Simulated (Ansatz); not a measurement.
# B2GeH6: the cost of one run

All numbers below are computed with Ansatz 0.2.0 (RKS PBE0-D4/def2-SVP).

### 1 The system as given

Bond lengths: B1–Ge2 1.998 Å, Ge2–B3 1.998 Å, B1–H4 1.168 Å, B1–H5 1.168 Å, Ge2–H6 1.505 Å, Ge2–H7 1.505 Å, B3–H8 1.167 Å, B3–H9 1.168 Å. Angles: B1–Ge2–B3 110.1°, B1–Ge2–H6 111.4°, B1–Ge2–H7 111.3°, B3–Ge2–H6 111.3°, B3–Ge2–H7 111.3°, H6–Ge2–H7 101.1°, Ge2–B1–H4 121.0°, Ge2–B1–H5 121.1°, H4–B1–H5 117.8°, Ge2–B3–H8 121.0°, Ge2–B3–H9 121.1°, H8–B3–H9 117.8°.

As a file:

```xyz
9

B    -1.0060    0.6501   -1.1955
Ge    0.6517    0.2653   -0.1480
B     0.2326   -0.9635    1.3712
H    -1.3465   -0.0548   -2.0619
H    -1.7062    1.5398   -0.9102
H     1.3029    1.5327    0.3362
H     1.7352   -0.3000   -1.0263
H     0.2556   -2.1218    1.2306
H    -0.1192   -0.5478    2.4039
```

### 2 End point A

Contents of input.yaml:

```yaml
crystal:
  periodic: [false, false, false]
  atoms:
    - { symbol: B, position_ang: [-1.00596, 0.65008, -1.19552] }
    - { symbol: Ge, position_ang: [0.65166, 0.26532, -0.14798] }
    - { symbol: B, position_ang: [0.23261, -0.96345, 1.37117] }
    - { symbol: H, position_ang: [-1.34655, -0.05481, -2.06194] }
    - { symbol: H, position_ang: [-1.70624, 1.53977, -0.91023] }
    - { symbol: H, position_ang: [1.30294, 1.53272, 0.33625] }
    - { symbol: H, position_ang: [1.73523, -0.3, -1.02629] }
    - { symbol: H, position_ang: [0.25556, -2.12184, 1.23061] }
    - { symbol: H, position_ang: [-0.11924, -0.54779, 2.40393] }
basis:
  gaussian: { orbitals: def2-SVP }
hamiltonian:
  xc: pbe0
  dispersion: d4
relax:
  f_tol: 0.015
  max_steps: 40
```

Started as:

```
$ ansatz run input.yaml --threads 1 --pin off --max-ram 2048MiB --backend cpu --events-out ev --progress --plain --runs-dir out
```

Q: Estimate wall time and peak memory on 1 thread of Arm Neoverse V2, shared host.

About 25 s, with a peak of 0.18 GiB.
